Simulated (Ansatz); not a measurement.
# C8H16ClHfNSi: up Jacob's ladder to CCSD(T)

One table from this session's results is given with a row withheld; the runs are named, their logs left out.

The runs use Ansatz 0.2.0, Gaussian basis; functionals in def2-TZVPP, the program's frozen cores in correlated methods.

Levels to be run: LDA (SPW92), PBE-D4, revPBE-D4, BLYP-D4, r2SCAN-D4, B97M-V, PBE0-D4, B3LYP-D4, r2SCANh-D4, r2SCAN0-D4, HSE06-D4, BHLYP-D4, CAM-B3LYP-D4, LC-ωPBE, ωB97X-V, ωB97M-V, B2PLYP, PBE-QIDH; CCSD(T)/def2-SVP.

## The geometry

All runs share one geometry, relaxed beforehand with PBE0-D4 in a triple-zeta def2 set. Hf takes the def2 core potential; no spin-orbit term is included.

SMILES `C[N](C)[Hf]1234([CH3])([Cl])[C@@H]5[C@H]1[C@H]2[C@@]3([SiH3])[C@@H]54`, 28 atoms, charge 0, spin multiplicity 1.

Atoms are counted from 1 here; the program's logs count them from 0.

Bond lengths: C1–N2 1.442 Å, C1–H13 1.101 Å, C1–H14 1.095 Å, C1–H15 1.099 Å, N2–C3 1.443 Å, N2–Hf4 2.025 Å, C3–H16 1.099 Å, C3–H17 1.100 Å, C3–H18 1.092 Å, Hf4–C5 2.233 Å, Hf4–Cl6 2.380 Å, Hf4–C7 2.576 Å, Hf4–C8 2.542 Å, Hf4–C9 2.496 Å, Hf4–C10 2.487 Å, Hf4–C12 2.550 Å, C5–H19 1.096 Å, C5–H20 1.095 Å and more. Angles: N2–C1–H13 111.9°, N2–C1–H14 111.2°, N2–C1–H15 111.4°, H13–C1–H14 107.7°, H13–C1–H15 107.5°, H14–C1–H15 106.9°, C1–N2–C3 112.4°, C1–N2–Hf4 121.0°, C3–N2–Hf4 126.0°, N2–C3–H16 111.1°, N2–C3–H17 111.7°, N2–C3–H18 110.9°, H16–C3–H17 107.4°, H16–C3–H18 107.6°, H17–C3–H18 107.9°, N2–Hf4–C5 102.0°, N2–Hf4–Cl6 106.4°, N2–Hf4–C7 136.3° and more.

The first run:

File in.yaml:

```yaml
crystal:
  periodic: [false, false, false]
  atoms:
    - {symbol: C, position_ang: [0.990659, 2.464060, -0.215466]}
    - {symbol: N, position_ang: [0.252515, 1.615618, 0.686530]}
    - {symbol: C, position_ang: [0.583069, 1.864058, 2.069206]}
    - {symbol: Hf, position_ang: [-0.875785, 0.085333, -0.010999]}
    - {symbol: C, position_ang: [-2.190259, 1.113939, -1.495115]}
    - {symbol: Cl, position_ang: [-2.299830, -0.571495, 1.778942]}
    - {symbol: C, position_ang: [-0.694214, -1.645739, -1.910266]}
    - {symbol: C, position_ang: [0.466076, -0.836008, -1.963231]}
    - {symbol: C, position_ang: [1.204405, -1.054359, -0.787925]}
    - {symbol: C, position_ang: [0.498815, -1.986749, 0.025700]}
    - {symbol: Si, position_ang: [1.011235, -2.639392, 1.690471]}
    - {symbol: C, position_ang: [-0.665937, -2.359843, -0.704318]}
    - {symbol: H, position_ang: [2.078451, 2.337511, -0.101873]}
    - {symbol: H, position_ang: [0.736750, 2.248437, -1.258394]}
    - {symbol: H, position_ang: [0.761717, 3.525176, -0.044259]}
    - {symbol: H, position_ang: [0.358513, 2.902977, 2.348750]}
    - {symbol: H, position_ang: [1.651345, 1.692568, 2.269655]}
    - {symbol: H, position_ang: [0.008137, 1.212509, 2.730947]}
    - {symbol: H, position_ang: [-1.656805, 1.541936, -2.350949]}
    - {symbol: H, position_ang: [-2.977912, 0.468081, -1.897221]}
    - {symbol: H, position_ang: [-2.680827, 1.944083, -0.970251]}
    - {symbol: H, position_ang: [-1.467157, -1.689938, -2.662827]}
    - {symbol: H, position_ang: [0.730616, -0.164541, -2.767988]}
    - {symbol: H, position_ang: [2.139066, -0.575863, -0.531654]}
    - {symbol: H, position_ang: [1.314708, -1.515796, 2.617179]}
    - {symbol: H, position_ang: [2.238539, -3.470059, 1.561914]}
    - {symbol: H, position_ang: [-0.088192, -3.465547, 2.245443]}
    - {symbol: H, position_ang: [-1.427710, -3.040948, -0.351991]}
basis:
  gaussian: {orbitals: def2-TZVPP}
hamiltonian: {xc: lda}
output: {orbitals: {seedname: orbitals}}
```

Run with:

```
$ ansatz run in.yaml --threads 11 --pin off --events-out ev --progress --plain --max-ram 110592MiB --backend cuda --devices 0, --max-vram 75GiB
```

Steps of the session up to this table: LDA; PBE-D4 (GGA); revPBE-D4 (GGA); BLYP-D4 (GGA); r2SCAN-D4 (meta-GGA); B97M-V (meta-GGA); B3LYP-D4 (hybrid); r2SCANh-D4 (hybrid); r2SCAN0-D4 (hybrid); HSE06-D4 (hybrid); BHLYP-D4 (hybrid); CAM-B3LYP-D4 (range-separated); LC-ωPBE (range-separated); ωB97X-V (range-separated); ωB97M-V (range-separated); B2PLYP (double hybrid); PBE-QIDH (double hybrid).

One table of the session follows, with a row left open; its other results are not shown here.

It belongs to the step «Frontier levels by functional». 

```
  functional  HOMO (eV)  gap (eV)
 LDA (SPW92)      -5.40      3.37
      PBE-D4      -5.25      3.47
   revPBE-D4      -5.19      3.51
     BLYP-D4      -5.14      3.50
   r2SCAN-D4      -5.45      3.84
      B97M-V      -5.56      3.91
     PBE0-D4      -6.41      5.46
    B3LYP-D4      -6.22      5.09
  r2SCANh-D4      -5.89      4.58
  r2SCAN0-D4      -6.55      5.70
    HSE06-D4      -6.01      4.70
    BHLYP-D4          ?         ?
CAM-B3LYP-D4      -7.71      7.85
     LC-ωPBE      -9.00     10.18
     ωB97X-V      -8.68      9.80
     ωB97M-V      -8.60      9.59
```

Q: Estimate the row for BHLYP-D4 from the others.

Worked estimate for «HOMO (eV)». Against the share of exact exchange, BLYP-D4 (0, -5.14), B3LYP-D4 (0.2, -6.22) give a slope of -5.40 per unit share; at 0.5 the line stands at -7.84.

As computed: HOMO (eV): -7.49; gap (eV): 7.54. In «HOMO (eV)» the line misses by -0.35.
